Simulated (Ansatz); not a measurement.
# CH5BN2: a ladder of functionals and wavefunction methods

Aim: compute CH5BN2 with functionals from several rungs and with coupled cluster, and see how far each lands from CCSD(T) at the basis-set limit for the atomisation energy.

Method: functionals in def2-TZVPP, the program's frozen cores in correlated methods; program: Ansatz 0.2.0, Gaussian basis.

Levels to be run: PBE-D4, r2SCAN-D4, PBE0-D4, B3LYP-D4, ωB97X-V, ωB97M-V, B2PLYP; CCSD(T)/def2-TZVPP; CCSD(T)/def2-QZVPP; extrapolation to the limit.

## 1. The relaxed structure

All runs share one geometry, relaxed beforehand with PBE0-D4 in a triple-zeta def2 set.

SMILES `NC1BN1`, 9 atoms, charge 0, spin multiplicity 1.

Atoms are counted from 1 here; the program's logs count them from 0.

Bond lengths: N1–C2 1.422 Å, N1–H5 1.010 Å, N1–H6 1.012 Å, C2–B3 1.557 Å, C2–N4 1.481 Å, C2–H7 1.089 Å, B3–N4 1.346 Å, B3–H8 1.185 Å, N4–H9 1.005 Å. Angles: C2–N1–H5 112.9°, C2–N1–H6 113.1°, H5–N1–H6 109.0°, N1–C2–B3 124.3°, N1–C2–N4 121.4°, N1–C2–H7 111.1°, B3–C2–N4 52.6°, B3–C2–H7 120.6°, N4–C2–H7 114.3°, C2–B3–N4 60.8°, C2–B3–H8 155.0°, N4–B3–H8 144.1°, C2–N4–B3 66.6°, C2–N4–H9 137.3°, B3–N4–H9 156.0°.

## 2. PBE-D4 (GGA)

Input file in.yaml:

```yaml
crystal:
  periodic: [false, false, false]
  atoms:
    - {symbol: N, position_ang: [-0.464345, 1.342022, 0.293152]}
    - {symbol: C, position_ang: [0.291445, 0.146601, 0.441850]}
    - {symbol: B, position_ang: [-0.289128, -1.285801, 0.256766]}
    - {symbol: N, position_ang: [0.511949, -0.774129, -0.696785]}
    - {symbol: H, position_ang: [-1.353279, 1.191020, -0.162555]}
    - {symbol: H, position_ang: [0.037929, 2.070804, -0.198092]}
    - {symbol: H, position_ang: [1.172046, 0.313008, 1.061347]}
    - {symbol: H, position_ang: [-0.950875, -2.223332, 0.553400]}
    - {symbol: H, position_ang: [1.044258, -0.780193, -1.549082]}
basis:
  gaussian: {orbitals: def2-TZVPP}
hamiltonian: {xc: pbe, dispersion: d4}
output: {forces: true, orbitals: {seedname: orbitals}}
```

Command:

```
$ ansatz run in.yaml --threads 2 --pin off --events-out ev --progress --plain --max-ram 20480MiB --backend cpu
```

The runs that follow: r2SCAN-D4 (meta-GGA); PBE0-D4 (hybrid); B3LYP-D4 (hybrid); ωB97X-V (range-separated); ωB97M-V (range-separated); B2PLYP (double hybrid); CCSD(T) in def2-TZVPP; CCSD(T) in def2-QZVPP.

**Question.** What will the summary of the whole plan be? Wanted: atomisation energy, CCSD(T)/CBS; farthest; mean size of error, hybrid; mean size of error, range-separated; gap, smallest and largest; T1 diagnostic; triples share of the correlation energy.

**Answer**, as computed:

| quantity | value |
| --- | --- |
| atomisation energy, CCSD(T)/CBS | 791.6 kcal/mol |
| functionals within 4.0 kcal/mol (0.5 %) | B2PLYP |
| farthest | PBE-D4 (+34.4 kcal/mol) |
| mean size of error, hybrid | 12.2 kcal/mol |
| mean size of error, range-separated | 10.5 kcal/mol |
| gap, smallest and largest | 4.45 eV (PBE-D4), 11.30 eV (ωB97X-V) |
| T1 diagnostic | 0.0132 |
| triples share of the correlation energy | 4.1 % |

PBE-D4 is off by +34.4 kcal/mol. Double hybrids carry the basis error of their MP2 part in triple zeta, and no dispersion term here, so their miss is partly the set-up's. The reference freezes the cores and leaves out relativity and excitations past (T), so misses under about 4.0 kcal/mol can't be ranked. Hartree-Fock recovers 68 % of the binding; the rest is correlation. Orbital gaps span 4.5 to 11.3 eV; exact exchange widens them.
